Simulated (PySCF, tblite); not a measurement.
**C₇H₁₂F radical: geometry, infrared bands and EPR parameters**

Wanted: the infrared bands and EPR parameters of C₇H₁₂F radical (`CC[C]1[C@@H](C)[C@H]1CF`), by calculation.

The runs use tblite 0.8.0 and PySCF 2.14.0, with density-fitted response routines of our own; the level of theory stands in each step. All values are computed, except where a source is named. Atoms are numbered from 0 throughout.

### 1 The molecule as given

20 atoms, charge 0, multiplicity 2; geometry from: force field or distance geometry start.

Bonds of the start (Å): C0–C1 1.52, C1–C2 1.47, C2–C3 1.46, C3–C4 1.48, C3–C5 1.52, C5–C6 1.48, C6–F7 1.36, C5–C2 1.46, C0–H8 1.09, C0–H9 1.09, C0–H10 1.10, C1–H11 1.09, C1–H12 1.12, C3–H13 1.09, C4–H14 1.10, C4–H15 1.10, C4–H16 1.10, C5–H17 1.09, C6–H18 1.09, C6–H19 1.08.

### 2 Optimising the geometry with GFN2-xTB

Job settings and geometry (Å):

```
{"job": {"kind": "relax", "xc": "GFN2-xTB", "basis": "xTB"}, "charge": 0, "multiplicity": 2}
C      2.317100    -1.387800    -0.590600
C      1.753600    -0.302000     0.319700
C      0.416100     0.132000    -0.111200
C     -0.440500     1.004100     0.682400
C     -1.134900     2.156400     0.075900
C     -0.830500    -0.438200     0.395000
C     -1.924500    -0.806400    -0.537200
F     -3.097400    -0.701600     0.143300
H      3.314500    -1.688200    -0.262400
H      2.378900    -1.027800    -1.617700
H      1.667300    -2.277000    -0.584900
H      2.432300     0.551500     0.321800
H      1.724500    -0.683000     1.368100
H     -0.093500     1.225400     1.691400
H     -1.321100     2.031900    -1.000300
H     -2.098600     2.329700     0.574200
H     -0.528200     3.066600     0.191900
H     -0.741500    -1.159000     1.206800
H     -1.818600    -1.845000    -0.854800
H     -1.979900    -0.171000    -1.414500
```

The run is started by

```console
$ OMP_NUM_THREADS=1 python probes_run.py task.json out
```

This one command runs all jobs of the session in turn.

**Question.** This job is followed by: GFN2-xTB harmonic vibrations, gas phase; UKS B3LYP, pcH-1 on C F H, non-relativistic, mean-field spin-orbit, GIAO. What will the session give for the following? strongest single infrared mode (GFN2-xTB); zero-point energy (GFN2-xTB); g(iso) (B3LYP); ⟨S²⟩; largest a(iso) (averaged by class); potential on the surface of density 0.002 e/bohr³, 1st and 99th percentile.

The runs gave:

| quantity | value |
| --- | --- |
| strongest single infrared mode (GFN2-xTB) | 2933 cm⁻¹, 49 km/mol |
| zero-point energy (GFN2-xTB) | 106.5 kcal/mol |
| g(iso) (B3LYP) | 2.00261 |
| ⟨S²⟩ | 0.753 (exact 0.75) |
| largest a(iso) (averaged by class) | 13C on C2, 247.1 MHz |
| potential on the surface of density 0.002 e/bohr³, 1st and 99th percentile | -1.21 V and 0.73 V |

In words: Relaxing lowered the energy by 0.190 eV in 127 steps; the close pair that moved most is C3–C4, from 1.476 to 1.514 Å. All 54 modes are real, so the xTB geometry is a minimum. The strongest single mode, at 2933 cm⁻¹, moves mainly H13. Unscaled tight-binding wavenumbers are off by several per cent, some by more. Its intensities can rank the bands wrongly. C2 carries the largest spin population, 0.92 e. The isotropic g lies 0.3 ppt above the free-electron value. These values are for one conformer; the search (at its own cheap level) found 2 more, at 0.00, 0.31 kcal/mol (those within 0.05 may be mirror or relabelled copies), and measured spectra average over such forms.
